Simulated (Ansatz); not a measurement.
**Pb (hcp type): a single-point run**

Aim: a sound single-point run of Pb (hcp type). The structure is shown as the input types it.

This is Pb in the hcp structure; at room conditions it is fcc.

Computed with Ansatz 0.2.0 (DFT, PBEsol, all-electron LAPW, scalar-relativistic, unless a step's input says otherwise).

1 further run of the same task is left out (set aside as unsound or not needed). Runs told in other sessions of the task aren't counted.

## Step 1: Starting point

It takes space group P6_3/mmc (No. 194, hexagonal). The conventional cell has a = 3.456 Å, b = 3.456 Å, c = 5.760 Å, α = 90.00°, β = 90.00°, γ = 120.00°. Around Pb (site symmetry -6m2) lie 12 Pb at 3.46 to 3.50 Å.

Structure file:

```cif
data_structure
_symmetry_space_group_name_H-M 'P 1'
_symmetry_Int_Tables_number 1
_cell_length_a 3.4562
_cell_length_b 3.4562
_cell_length_c 5.7602
_cell_angle_alpha 90.000
_cell_angle_beta 90.000
_cell_angle_gamma 120.000
_cell_volume 59.59
loop_
_atom_site_label
_atom_site_type_symbol
_atom_site_fract_x
_atom_site_fract_y
_atom_site_fract_z
_atom_site_occupancy
Pb1 Pb 0.33333 0.66667 0.25000 1
Pb2 Pb 0.66667 0.33333 0.75000 1
```

## Step 2: The calculation

File input.yaml:

```yaml
crystal:
  lattice:
    - [3.4562450147, 0.0, 0.0]
    - [-1.7281225073, 2.9931959844, 0.0]
    - [0.0, 0.0, 5.7601704395]
  atoms:
    - { symbol: Pb, position: [0.3333333333, 0.6666666667, 0.25] }
    - { symbol: Pb, position: [0.6666666667, 0.3333333333, 0.75] }
kpoints:
  mp_grid: { grid: [14, 13, 9] }
  band_path:
    path:
      - [0.0, 0.0, 0.0]
      - [0.5, 0.0, 0.0]
      - [0.3333333333, 0.3333333333, 0.0]
      - [0.0, 0.0, 0.0]
      - [0.0, 0.0, 0.5]
      - [0.5, 0.0, 0.5]
      - [0.3333333333, 0.3333333333, 0.5]
      - [0.0, 0.0, 0.5]
      - [0.5, 0.0, 0.5]
    npoints: 14
scf:
  occupations: { method: fermi_dirac, width: 0.05 }
  max_iter: 100
hamiltonian:
  xc: pbesol
  pseudopotentials: { kind: all_electron, lapw: { basis_error: 0.001 } }
output:
  forces: true
  stress: true
  eigenvalues: true
  populations: true
```

Command:

```
$ ansatz run input.yaml --threads 1 --pin off --max-ram 2048MiB --backend cpu --events-out ev --progress --plain --runs-dir out
```

Q: Will this input give a usable result? If not, why, and what should change?

This run ends as converged, with warnings (symmetry narrowed by mesh). Its log warns: «crystal.symmetry: narrowed to the stabiliser of the k-point mesh — unitary ops 24 → 4; excluded 20 operations that carry a point of the 14×13×9 mesh (shift [0, 0 ...»

The suspect setting: kpoints.mp_grid.grid is [14, 13, 9]. The mesh has lower symmetry than the crystal, so equivalent directions are sampled differently.

Run again and compare: set kpoints.mp_grid.grid to [14, 14, 8].
